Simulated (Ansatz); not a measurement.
**Ge(SiH3)4 (Si4GeH12): geometry, orbitals and charge**

Aim: characterise Ge(SiH3)4 (Si4GeH12) as a singlet: its structure, frontier levels and distribution of charge.

Program: Ansatz 0.2.0, Gaussian basis. Level of theory: RKS PBE0-D4/def2-TZVP. These are calculated values, not measurements.

Plan: relaxation at r2SCAN-D4/def2-SVP; a single point at PBE0-D4/def2-TZVP.

2 further runs of the same task are left out: 2 set aside as unsound or not needed.

## (1) Where the work starts

17 atoms, charge 0, spin multiplicity 1.

Atoms are counted from 1 here; the program's logs count them from 0.

Bond lengths: Ge1–Si2 2.369 Å, Ge1–Si6 2.369 Å, Ge1–Si10 2.368 Å, Ge1–Si14 2.369 Å, Si2–H3 1.466 Å, Si2–H4 1.466 Å, Si2–H5 1.466 Å, Si6–H7 1.466 Å, Si6–H8 1.467 Å, Si6–H9 1.466 Å, Si10–H11 1.466 Å, Si10–H12 1.466 Å, Si10–H13 1.466 Å, Si14–H15 1.466 Å, Si14–H16 1.466 Å, Si14–H17 1.466 Å. Angles: Si2–Ge1–Si6 109.8°, Si2–Ge1–Si10 108.9°, Si2–Ge1–Si14 110.1°, Si6–Ge1–Si10 109.2°, Si6–Ge1–Si14 109.5°, Si10–Ge1–Si14 109.4°, Ge1–Si2–H3 112.2°, Ge1–Si2–H4 111.8°, Ge1–Si2–H5 111.6°, H3–Si2–H4 107.0°, H3–Si2–H5 107.0°, H4–Si2–H5 107.0°, Ge1–Si6–H7 111.9°, Ge1–Si6–H8 111.6°, Ge1–Si6–H9 112.0°, H7–Si6–H8 107.0°, H7–Si6–H9 107.1°, H8–Si6–H9 107.0° and more.

The start is a GFN2-xTB geometry.

## (2) Optimising with r2SCAN-D4/def2-SVP

in.yaml

```yaml
crystal:
  periodic: [false, false, false]
  atoms:
    - {symbol: Ge, position_ang: [0.002530, -0.010550, 0.003930]}
    - {symbol: Si, position_ang: [-0.010100, -0.007090, 2.372520]}
    - {symbol: H, position_ang: [0.809790, -1.086240, 2.931650]}
    - {symbol: H, position_ang: [-1.364280, -0.174390, 2.909830]}
    - {symbol: H, position_ang: [0.512650, 1.252280, 2.912270]}
    - {symbol: Si, position_ang: [2.235770, 0.010350, -0.786150]}
    - {symbol: H, position_ang: [2.987110, 1.157930, -0.268530]}
    - {symbol: H, position_ang: [2.290430, 0.086720, -2.249830]}
    - {symbol: H, position_ang: [2.968770, -1.196880, -0.393020]}
    - {symbol: Si, position_ang: [-1.117240, 1.927040, -0.770340]}
    - {symbol: H, position_ang: [-2.523050, 1.947170, -0.354550]}
    - {symbol: H, position_ang: [-1.101750, 2.023550, -2.233090]}
    - {symbol: H, position_ang: [-0.501480, 3.153170, -0.252910]}
    - {symbol: Si, position_ang: [-1.105630, -1.938790, -0.813260]}
    - {symbol: H, position_ang: [-0.581880, -3.169100, -0.212310]}
    - {symbol: H, position_ang: [-0.957640, -2.073130, -2.265960]}
    - {symbol: H, position_ang: [-2.544010, -1.902050, -0.530250]}
basis:
  gaussian: {orbitals: def2-SVP}
hamiltonian: {xc: r2scan, dispersion: d4}
scf: {lower_state_search: "off"}
output: {orbitals: {seedname: orbitals}}
relax: {f_tol: 0.02, max_steps: 100}
```

Command:

```bash
ansatz run in.yaml --threads 4 --pin off --events-out ev --progress --plain --max-ram 4787MiB
```

Further steps of the session: Single point, PBE0-D4/def2-TZVP.

Before running them: what should the planned runs give, taken together? Wanted: point group; commonest bond, hydrogen aside; HOMO, LUMO at PBE0-D4/def2-TZVP; dipole at r2SCAN-D4/def2-SVP.

**Answer**, as computed:

| quantity | value |
| --- | --- |
| point group | C1 |
| commonest bond, hydrogen aside | Ge–Si, 4 of mean length 2.383 Å |
| HOMO, LUMO at PBE0-D4/def2-TZVP | -7.89, -0.29 eV |
| dipole at r2SCAN-D4/def2-SVP | 0.02 D |

In words: The molecule keeps its bonding pattern by the stored test; the atoms moved 0.04 Å (rms). No usable vibrations, so a minimum isn't proven. The point group is read from a loosely relaxed geometry; soft torsions can leave it below the true symmetry.
